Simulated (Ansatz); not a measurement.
# BGe+ (singlet): wave-function methods side by side at distance Ge1–B2 = 3.071 Å, cc-pVDZ

How much of the correlation energy of BGe+ (singlet) does each wave-function method recover here?

Method: cc-pVDZ, core rule «outside noble gas», up to 15 orbitals frozen; program: Ansatz 0.2.0, Gaussian basis.

Plan: UHF; CCSD(T) on RHF; CCSD(T) on UHF; BCCD(T) on RHF; CISD; CCSDT(Q) on RHF; CCSDT(Q) on UHF; CCSDTQ on RHF; CASSCF and MRCISD+Q, 2 electrons in 2 orbitals; CASSCF and NEVPT2, 2 electrons in 2 orbitals; CASSCF and MRCISD+Q, 6 electrons in 8 orbitals; CASSCF and NEVPT2, 6 electrons in 8 orbitals; Full CI.

25 further runs of the same task are left out: 18 that didn't finish, 7 set aside as unsound or not needed.

## (1) The geometry

The geometry derives from a PBE0/def2-TZVP stationary point (not a proven minimum). One bond is set to the value named and the two fragments are kept rigid. No spin-orbit coupling is included. The filled d shell of Ge may be among the frozen orbitals whatever the setting's name suggests; the logs give the count.

2 atoms, charge 1, spin multiplicity 1.

Atoms are counted from 1 here; the program's logs count them from 0.

No contacts short enough for the rule that draws bonds.

Geometry (Å):

```xyz
2
charge 1, multiplicity 1
Ge    0.0000    0.0000    0.0000
B     0.0000    0.0000    3.0710
```

## (2) UHF

File in.yaml:

```yaml
crystal:
  periodic: [false, false, false]
  atoms:
    - {symbol: Ge, position_ang: [0.000000, 0.000000, 0.000000]}
    - {symbol: B, position_ang: [0.000000, 0.000000, 3.071000]}
basis:
  gaussian: {orbitals: cc-pVDZ}
total_charge: 1
magnetization: {spin_polarized: true, initial_magnetization: 0}
hamiltonian: {xc: hf}
output: {orbitals: {seedname: orbitals}}
```

Started as:

```sh
ansatz run in.yaml --threads 1 --pin off --events-out ev --progress --plain --max-ram 2393MiB
```

Further steps of the session: CCSD(T) on RHF; CCSD(T) on UHF; BCCD(T) on RHF; CISD; CCSDT(Q) on RHF; CCSDT(Q) on UHF; CCSDTQ on RHF; CASSCF and MRCISD+Q, 2 electrons in 2 orbitals; CASSCF and NEVPT2, 2 electrons in 2 orbitals; CASSCF and MRCISD+Q, 6 electrons in 8 orbitals; CASSCF and NEVPT2, 6 electrons in 8 orbitals; Full CI.

Q: Predict the results of all the runs planned. Wanted: FCI below the RHF energy; RMP2 from FCI; RCCSD from FCI; RCCSD(T) from FCI; RCCSDT(Q) from FCI; NEVPT2 pair from FCI; NEVPT2 valence from FCI; MRCISD+Q valence from FCI; T1 diagnostic.

The runs gave:

| quantity | value |
| --- | --- |
| FCI below the RHF energy | -4.1046 eV |
| RMP2 from FCI | +141.0 kJ/mol |
| RCCSD from FCI | +17.6 kJ/mol |
| RCCSD(T) from FCI | +4.6 kJ/mol |
| RCCSDT(Q) from FCI | +0.3 kJ/mol |
| NEVPT2 pair from FCI | +108.0 kJ/mol |
| NEVPT2 valence from FCI | +44.6 kJ/mol |
| MRCISD+Q valence from FCI | +2.9 kJ/mol |
| levels within 1 kcal/mol (43 meV) | RCCSDT, RCCSDT(Q), RCCSDTQ, MRCISD+Q valence |
| T1 diagnostic | 0.031 |
| effectively unpaired electrons | 0.40 |

What this shows: RCCSD(T) misses by +4.6 kJ/mol, 1.2 % of the correlation energy. The occupations show some static correlation. Of the multireference levels listed MRCISD+Q valence comes nearest in total energy (+2.9 kJ/mol), which doesn't show that its space is the better one. These misses are within one basis, not against nature.
